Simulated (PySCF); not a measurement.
# C12H20F3NaO8: the cost of one run

Computed with PySCF 2.14.0 and routines of our own; the level stands in each step. Atoms count from 0.

### Step 1. The starting structure

44 atoms, charge 0, multiplicity 1; geometry from: GFN2-xTB.

### Step 2. NMR shifts: GIAO X3LYP/STO-3G

What the job is given:

```
{"job": {"kind": "nmr", "basis": "STO-3G", "pop": false, "xc": "X3LYP", "scf": {"damp": 0.2}}, "charge": 0, "multiplicity": 1}
C     -0.919314     2.463974     3.575399
C      0.099246     1.624304     2.821627
O      0.753795     2.392369     1.803671
C      0.099381     2.610534     0.691232
O     -1.022884     2.220983     0.436833
O      0.814472     3.379469    -0.095546
C      0.262647     3.686387    -1.375765
C      1.108520     4.785591    -1.990135
C      0.734740    -0.616250    -4.708611
C      1.376549    -0.752208    -3.337818
O      0.769512    -1.794780    -2.565674
C     -0.423363    -1.576088    -2.067359
O     -1.060690    -0.548966    -2.189380
O     -0.837521    -2.660727    -1.465791
C     -2.111318    -2.642066    -0.815886
C     -2.740365    -4.016088    -0.965637
O      1.192548     0.511627    -0.567697
C      0.989215    -0.467798     0.153543
O     -0.083856    -0.804721     0.660709
C      2.201181    -1.373258     0.460791
F      1.856473    -2.662258     0.562122
F      3.153601    -1.293701    -0.476234
F      2.771887    -1.034567     1.629941
Na    -0.844021     0.588863    -0.623057
H     -1.320358     1.888623     4.404470
H     -0.447784     3.364455     3.961243
H     -1.731946     2.745581     2.911060
H     -0.375313     0.752272     2.366479
H      0.913614     1.305396     3.473680
H     -0.778614     4.002274    -1.250320
H      0.284381     2.778604    -1.990584
H      1.089134     5.668333    -1.357187
H      0.722848     5.040647    -2.972971
H      2.135824     4.446306    -2.080996
H      1.278377     0.127064    -5.284643
H      0.768794    -1.567512    -5.234413
H     -0.301295    -0.301140    -4.609676
H      1.314965     0.184855    -2.780176
H      2.418601    -1.063881    -3.415566
H     -2.733380    -1.863727    -1.268468
H     -1.937535    -2.399513     0.236021
H     -2.938114    -4.230896    -2.012474
H     -3.672688    -4.052458    -0.409671
H     -2.064294    -4.772344    -0.578254
```

Level: GIAO X3LYP/STO-3G NMR shielding, non-relativistic, gas phase.

Started as:

```console
$ OMP_NUM_THREADS=2 python large_run.py task.json out
```

This one command runs all jobs of the session in turn.

Q: Estimate the wall time and peak memory of this first job on 2 threads of Arm Neoverse V1, shared host.

About 27 s, with a peak of 1.1 GiB.
